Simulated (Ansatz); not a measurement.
# Cu5Si3: the cost of one run

Program: Ansatz 0.2.0. Level of theory: DFT PBE, scalar-relativistic, plane waves, PAW. These are calculated values, not measurements.

### 1 The starting structure

The cell holds 24 atoms (Cu15Si9): a = 6.705 Å, b = 6.774 Å, c = 6.900 Å, α = 89.74°, β = 92.09°, γ = 87.50°.

It is the last frame of an earlier stage of the same melt, run at 860 K.

Its coordinates follow in the input file.

### 2 Dynamics at 300 K

One k point, a Fermi-Dirac width of 0.050 eV and a fixed cell.

Input file input.yaml:

```yaml
crystal:
  lattice:
    - [6.70174, 0.147256, -0.124175]
    - [0.147256, 6.77207, 0.016602]
    - [-0.124175, 0.016602, 6.899174]
  atoms:
    - { symbol: Cu, position: [0.3722105862, 0.5610175233, 0.9521298771] }
    - { symbol: Cu, position: [0.8790048369, 0.318279085, 0.8119355229] }
    - { symbol: Cu, position: [0.5803313448, 0.9109630373, 0.148158767] }
    - { symbol: Cu, position: [0.7438282971, 0.0193950582, 0.5616514028] }
    - { symbol: Cu, position: [0.2084294183, 0.8292053849, 0.1432047939] }
    - { symbol: Cu, position: [0.5312410593, 0.1220078956, 0.8376276342] }
    - { symbol: Cu, position: [0.6201102388, 0.2807682512, 0.2594157803] }
    - { symbol: Cu, position: [0.9888045469, 0.6459201276, 0.9109878642] }
    - { symbol: Cu, position: [0.2444582187, 0.432048704, 0.2950645726] }
    - { symbol: Cu, position: [0.9132081068, 0.0220408005, 0.9821542968] }
    - { symbol: Cu, position: [0.9918533421, 0.3055459329, 0.1661409067] }
    - { symbol: Cu, position: [0.2206063089, 0.9092384695, 0.7979931137] }
    - { symbol: Cu, position: [0.2666067142, 0.1712137102, 0.014797254] }
    - { symbol: Cu, position: [0.6441669511, 0.7788396442, 0.8267914269] }
    - { symbol: Cu, position: [0.5351395189, 0.6554369952, 0.3761083025] }
    - { symbol: Si, position: [0.8455888955, 0.6621674806, 0.5958861379] }
    - { symbol: Si, position: [0.5639746912, 0.401465677, 0.5891181399] }
    - { symbol: Si, position: [0.2237435492, 0.676443614, 0.5321151491] }
    - { symbol: Si, position: [0.4422751201, 0.0278745357, 0.4244858789] }
    - { symbol: Si, position: [0.2126111051, 0.366568383, 0.7260749532] }
    - { symbol: Si, position: [0.9121689986, 0.710544337, 0.2708561599] }
    - { symbol: Si, position: [0.9495621277, 0.3020791834, 0.4665890134] }
    - { symbol: Si, position: [0.0705579436, 0.9773858207, 0.4226162834] }
    - { symbol: Si, position: [0.6916205311, 0.537502546, 0.0782974396] }
  symmetry: { detect: false }
basis:
  ecutwfc: 420
kpoints:
  mp_grid: { grid: [1, 1, 1], shift: [0.25, 0.25, 0.25] }
hamiltonian:
  xc: pbe
scf:
  occupations: { method: fermi_dirac, width: 0.05 }
  lower_state_search: "off"
  convergence: { dr2_threshold: 1.0e-06 }
output:
  forces: true
  stress: true
md:
  timestep: 3.0
  n_steps: 111
  ensemble: nvt_langevin
  friction: 0.03
  temperature: 300.0
  initial_velocities: maxwell_boltzmann
  seed: 38156
```

On the command line:

```sh
> ansatz run input.yaml --threads 2 --pin off --max-ram 5120MiB --backend cpu --events-out ev --progress --plain --runs-dir out
```

**Question.** How long does this run take on 2 threads of Intel Xeon 6975P-C (Granite Rapids), shared host, and how much memory does it need?

About 4.1 min, with a peak of 0.72 GiB.
